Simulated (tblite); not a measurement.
# FGeH4O: the cost of one run

Programs: tblite 0.8.0 and PySCF 2.14.0. All values are calculated, for the isolated system unless a continuum is named. Atoms count from 0, parts from 1.

## (1) Starting point

7 atoms, charge -1, multiplicity 1; geometry: rigid parts in contact. Parts: 1 = atoms 0–5, `[OH][GeH3]`, charge 0; 2 = atom 6, `[F-]`, charge -1.

## (2) Search for minima with GFN2-xTB

The job: settings as JSON, then the geometry in Å.

```
{"job": {"kind": "dock", "xc": "GFN2-xTB", "basis": "xTB"}, "charge": -1, "multiplicity": 1, "parts": [{"atoms": "0-5", "charge": 0, "multiplicity": 1}, {"atoms": "6-6", "charge": -1, "multiplicity": 1}]}
O      1.191911    -0.502914    -0.183213
Ge    -0.452842     0.021491    -0.014724
H      1.885292     0.068869     0.138841
H     -0.649177     1.307773    -0.764171
H     -0.770576     0.215313     1.440131
H     -1.204609    -1.110531    -0.616863
F      1.473023     1.218299     1.646071
```

Method: GFN2-xTB search for minima from random contacts, gas phase.

The run is started by

```sh
> OMP_NUM_THREADS=1 python cluster_run.py task.json out
```

This one command runs all jobs of the session in turn.

**Question.** How long does this first job take on 1 thread of Arm Neoverse V2, shared host?

About 3.2 s.
